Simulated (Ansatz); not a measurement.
This script drives the Python package of Ansatz (0.2.0).

The script, `lattice.py`:
```python
import warnings

import ansatz as az
import numpy as np

def edges_and_angles(cell):
    cell = np.asarray(cell)
    a, b, c = np.linalg.norm(cell, axis=1)
    cosines = cell[1] @ cell[2] / (b * c), cell[0] @ cell[2] / (a * c), cell[0] @ cell[1] / (a * b)
    return (a, b, c, *np.degrees(np.arccos(cosines)))

warnings.simplefilter("ignore", az.DeckWarning)

vectors = np.array([
    [4.003899, 0.0, 0.0],
    [0.0, 4.003899, 0.0],
    [0.0, 0.0, 4.003899],
])
crystal = (
    az.Lattice.of(vectors)
    .atom("Mn", (0.5, 0.0, 0.0))
    .atom("Mn", (0.0, 0.5, 0.0))
    .atom("Mn", (0.0, 0.0, 0.5))
    .atom("Sn", (0.5, 0.5, 0.5))
    .atom("H", (0.0, 0.0, 0.0))
    .moments(Mn=4)
)

calculation = (
    crystal.calculation()
    .kpoints(length=22)
    .occupations("fermi_dirac", width=0.1)
    .spin("collinear")
    .relax(cell=True, force_tolerance=0.05, max_steps=100)
)

levels = [("blyp", "d3bj"), ("pbesol", "none"), ("lda", "none")]
print("level            a       b       c    alpha   beta  gamma  V/atom  steps")
for name, dispersion in levels:
    seen = []
    run = calculation.functional(name, dispersion=dispersion).session().plan()
    result = run.execute(on_event=lambda e: seen.append(e) if e["event"] == "relax_step" else None)
    cell = result.lattice.cell_ang
    label = name if dispersion == "none" else f"{name}+{dispersion}"
    print("{:13s} {:7.4f} {:7.4f} {:7.4f} {:6.2f} {:6.2f} {:6.2f}".format(label, *edges_and_angles(cell)), f"{abs(np.linalg.det(cell)) / len(result.lattice.sites):7.3f} {len(seen):5d}")
```

It is started by `python lattice.py`. How long does it take on 1 thread of Arm Neoverse V1, on a shared host, and how much memory does it need?

It took about 73 s, with a peak of 0.47 GiB, for 3 runs of the engine.

```console
$ python lattice.py
level            a       b       c    alpha   beta  gamma  V/atom  steps
blyp+d3bj      3.8261  3.8261  3.8261  90.00  90.00  90.00  11.202     7
pbesol         3.8021  3.8021  3.8021  90.00  90.00  90.00  10.992     5
lda            3.7586  3.7586  3.7586  90.00  90.00  90.00  10.620     6
```

From smallest to largest: LDA (10.62 Å³ an atom, -17.3 % against the start), PBEsol (10.99 Å³ an atom, -14.4 % against the start) and BLYP+D3BJ (11.20 Å³ an atom, -12.7 % against the start). The spread is 5.5 % in volume.

Notes:
- The magnetic order follows from the starting moments and needn't be the lowest.
- Forces vanish by symmetry, so the ions can't move, and the end may be a saddle.
- BLYP and dispersion corrections can be off by several per cent in the lattices of metals, and by several GPa in the pressure at a fixed cell.
- The mesh is modest for a metal, so energies can be off by several to tens of meV an atom and pressures by half a GPa or more; differences at equal mesh fare better.
- The structure comes from a database of computed cells and needn't be a stable or known phase.
